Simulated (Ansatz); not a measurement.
**AsH₂− (singlet): the correlation ladder, aug-cc-pVTZ**

The task here is to estimate one member of a computed series from the others.

The runs use Ansatz 0.2.0, Gaussian basis; aug-cc-pVTZ, core rule «outside noble gas», up to 14 orbitals frozen.

The runs, in order: UHF; CCSD(T) on RHF; BCCD(T) on RHF; CCSDT(Q) on RHF; CASSCF and MRCISD+Q, 8 electrons in 6 orbitals; CASSCF and NEVPT4(SD), 8 electrons in 6 orbitals; CASSCF and NEVPT2, 8 electrons in 6 orbitals.

3 further runs of the same task are left out: 3 set aside as unsound or not needed.

## What is computed

The geometry is a PBE0/def2-TZVPD stationary point (not a proven minimum). No spin-orbit coupling is included. The filled d shell of As may be among the frozen orbitals whatever the setting's name suggests; the logs give the count.

3 atoms, charge -1, spin multiplicity 1.

Atoms are counted from 1 here; the program's logs count them from 0.

Bond lengths: As1–H2 1.540 Å, As1–H3 1.540 Å. Angles: H2–As1–H3 90.8°.

The first run:

File in.yaml:

```yaml
crystal:
  periodic: [false, false, false]
  atoms:
    - {symbol: As, position_ang: [0.000000, -0.028329, 0.000001]}
    - {symbol: H, position_ang: [0.000000, 1.052852, -1.097265]}
    - {symbol: H, position_ang: [0.000000, 1.052894, 1.097224]}
basis:
  gaussian: {orbitals: aug-cc-pVTZ}
total_charge: -1
magnetization: {spin_polarized: true, initial_magnetization: 0}
hamiltonian: {xc: hf}
output: {orbitals: {seedname: orbitals}}
```

On the command line:

```console
$ ansatz run in.yaml --threads 1 --pin off --events-out ev --progress --plain --max-ram 4096MiB --backend cpu
```

Among the steps run: UHF; CCSD(T) on RHF; BCCD(T) on RHF; CCSDT(Q) on RHF; CASSCF and MRCISD+Q, 8 electrons in 6 orbitals; CASSCF and NEVPT4(SD), 8 electrons in 6 orbitals; CASSCF and NEVPT2, 8 electrons in 6 orbitals.

One of the session's tables, all rows but one given; the rest of the session is left out.

| method | from RCCSDT(Q) (meV) |
| --- | --- |
| RHF | +5357.1 |
| RMP2 | +852.8 |
| RCCSD | +253.0 |
| RCCSD(T) | +32.9 |
| BCCD(T) | +32.0 |
| RCCSDT | +11.4 |
| RCCSDT(Q) | 0 |
| CASSCF valence | +4452.5 |
| NEVPT2 valence | +1126.6 |
| NEVPT4(SD) valence | +178.4 |
| MRCISD valence | +404.7 |
| MRCISD+Q valence | ? |

**Question.** Estimate the row for MRCISD+Q valence.

The run gave: from RCCSDT(Q) (meV): +62.1. In the column «from RCCSDT(Q) (meV)» it lies between RCCSD(T) (+32.9) and NEVPT4(SD) valence (+178.4).
